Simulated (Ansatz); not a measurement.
# Ge (distorted cell): a check of forces and pressure against finite differences

With the Ansatz DFT code, driven from Python.

Run as a notebook:

**Cell 1**
```python
import ansatz as az
import numpy as np
```

**Cell 2**
```python
VECTORS = np.array([
    [-2.57449, 2.57449, 1.39741],
    [2.57449, -2.57449, 1.39741],
    [2.57449, 2.57449, -1.39741],
])
SITES = [
    ("Ge", [0.24827, 0.73387, 0.47991]),
    ("Ge", [0.49484, 0.49878, 0.99107]),
]
```

**Cell 3**
```python
def crystal_on(cell):
    crystal = az.Crystal(lattice=az.Lattice.of(cell))
    for symbol, position in SITES:
        crystal = crystal.atom(symbol, position)
    return crystal
```

**Cell 4**
```python
def solve(crystal):
    return (
        crystal.calculation()
        .occupations("cold", width=100 * az.meV)
        .functional(az.Functional.R2SCAN)
        .basis(650, xc_grid=2)
        .kpoints(8, 8, 6)
        .scf(tolerance=1e-09)
        .forces()
        .stress()
        .run(threads=1)
    ).report
```

**Cell 5**
```python
centre = solve(crystal_on(VECTORS))
start = crystal_on(VECTORS)
# central difference: F = -(E(+h) - E(-h)) / 2h
print(f"force on atom 1 along z: analytic {centre['forces_ev_ang'][1][2]:.4f} eV/A")
for h in (0.005, 0.02):
    shift = np.eye(3)[2] * h @ np.linalg.inv(VECTORS)
    plus, minus = (solve(start.move(1, to=np.array(SITES[1][1]) + sign * shift))["lagrangian_ev"] for sign in (1, -1))
    print(f"  step {h} A: numerical {-(plus - minus) / (2 * h):.4f} eV/A")
# P = -dF/dV; the difference feels the change of the plane-wave count with the cell
volume = abs(np.linalg.det(VECTORS))
larger, smaller = (solve(crystal_on(VECTORS * (1 + sign * 0.005) ** (1 / 3)))["lagrangian_ev"] for sign in (1, -1))
numerical = -(larger - smaller) / (0.01 * volume) * 160.21766
print(f"pressure: analytic {np.trace(centre['stress_gpa']) / 3:.3f}, numerical {numerical:.3f} GPa")
```
Output:
```text
DeckWarning: output.stress: scf.convergence.dr2_threshold = 1e-9 eV is looser than the 2e-10 eV advised for a printed stress (1e-10 eV for each atom of the cell: 2). What an SCF threshold leaves in a stress goes as its square root, and in the free energy as the threshold itself, and one threshold admits the most on a small cell: of the crystals measured, under no hybrid functional and no lock of [...]
force on atom 1 along z: analytic 0.0250 eV/A
  step 0.005 A: numerical 0.0250 eV/A
  step 0.02 A: numerical 0.0250 eV/A
pressure: analytic 0.890, numerical 0.892 GPa
```

For a metal this k-point mesh is coarse: on a finer one energies can move by several to tens of meV an atom and pressures by half a GPa or more, differences at one mesh by less. Pressure is positive in compression. The cell is a database structure, distorted on purpose. Warnings are shown shortened and without file and line. The central difference errs as the square of the step, so the shorter step is the fairer test; what remains comes from the finite grid and the SCF threshold. By the engine's processor time: 100 s on 1 thread of Intel(R) Xeon(R) Processor @ 2.30GHz (shared host), peak memory 0.7 GiB.
